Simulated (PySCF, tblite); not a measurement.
# H₉NS₂Si₄: geometry, infrared bands and NMR shifts

Wanted: the infrared bands and NMR shifts of H₉NS₂Si₄ (`N[Si@@H]1S[Si@@H]([SiH3])[Si@H]1S`), by calculation.

Programs: tblite 0.8.0 and PySCF 2.14.0, with density-fitted response routines of our own. Each step states its level of theory. These are calculated values for one molecule in the gas phase, unless marked as measured. Atoms are numbered from 0 throughout.

### Step 1. Starting geometry

16 atoms, charge 0, multiplicity 1; geometry from: force field or distance geometry start.

Bonds of the start (Å): N0–Si1 1.78, Si1–S2 2.15, S2–Si3 2.15, Si3–Si4 2.20, Si3–Si5 2.25, Si5–S6 2.14, Si5–Si1 2.24, N0–H7 1.03, N0–H8 1.04, Si1–H9 1.44, Si3–H10 1.47, Si4–H11 1.47, Si4–H12 1.48, Si4–H13 1.48, Si5–H14 1.46, S6–H15 1.39.

### Step 2. Relaxing the molecule with GFN2-xTB

What the job is given:

```
{"job": {"kind": "relax", "xc": "GFN2-xTB", "basis": "xTB"}, "charge": 0, "multiplicity": 1}
N     -2.172700    -1.928700     1.276000
Si    -1.846300    -0.713600     0.012800
S     -0.187600    -1.164600    -1.276400
Si     1.059700    -0.534700     0.352700
Si     2.902500     0.545200    -0.185800
Si    -0.565900     0.943600     0.814500
S     -0.358500     2.631300    -0.478700
H     -1.484200    -2.687900     1.339300
H     -3.164400    -2.225600     1.332700
H     -3.033100    -0.159700    -0.593800
H      1.183600    -1.573300     1.387700
H      3.810200    -0.242600    -1.026900
H      2.513800     1.826700    -0.809500
H      3.653000     0.883500     1.039400
H     -0.741200     1.248100     2.235100
H     -1.576600     3.161400    -0.895500
```

On the command line:

```bash
$ OMP_NUM_THREADS=1 python probes_run.py task.json out
```

This one command runs all jobs of the session in turn.

**Question.** This job is followed by: GFN2-xTB harmonic vibrations, gas phase; GIAO PBE0/pcSseg-1 NMR shielding, non-relativistic, gas phase. Predict these results of the whole session: strongest single infrared mode (GFN2-xTB); zero-point energy (GFN2-xTB); 1H shifts against TMS (PBE0/pcSseg-1, means over atoms taken as alike); 15N shifts against NH3 (PBE0/pcSseg-1); 29Si shifts against TMS (PBE0/pcSseg-1); 33S shifts against CS2 (PBE0/pcSseg-1).

As calculated:

```
                                                              quantity                                   value
                             strongest single infrared mode (GFN2-xTB)                    765 cm⁻¹, 566 km/mol
                                          zero-point energy (GFN2-xTB)                           53.8 kcal/mol
1H shifts against TMS (PBE0/pcSseg-1, means over atoms taken as alike)  6.32, 5.94, 5.81, 3.74, 0.34, 0.06 ppm
                                15N shifts against NH3 (PBE0/pcSseg-1)                                25.0 ppm
                               29Si shifts against TMS (PBE0/pcSseg-1)          13.3, -20.4, -37.8, -109.4 ppm
                                33S shifts against CS2 (PBE0/pcSseg-1)                          -204, -254 ppm
```

Over 160 steps the energy fell by 1.363 eV; of the close pairs, Si3–Si4 changed most, 2.203 to 2.323 Å. The lowest mode is slightly imaginary (15i cm⁻¹), a soft motion within the noise of the Hessian, so the minimum is not strictly shown. The strongest single mode, at 765 cm⁻¹, has its largest shares on H11, H13 and H12 (the list is cut at 3 atoms). GFN2-xTB is a fitted tight-binding method: band positions and strengths are rough. Its intensities can rank the bands wrongly. At PBE0/pcSseg-1: Shielding is most anisotropic at S6 (span 311 ppm, paramagnetic term -300 ppm).
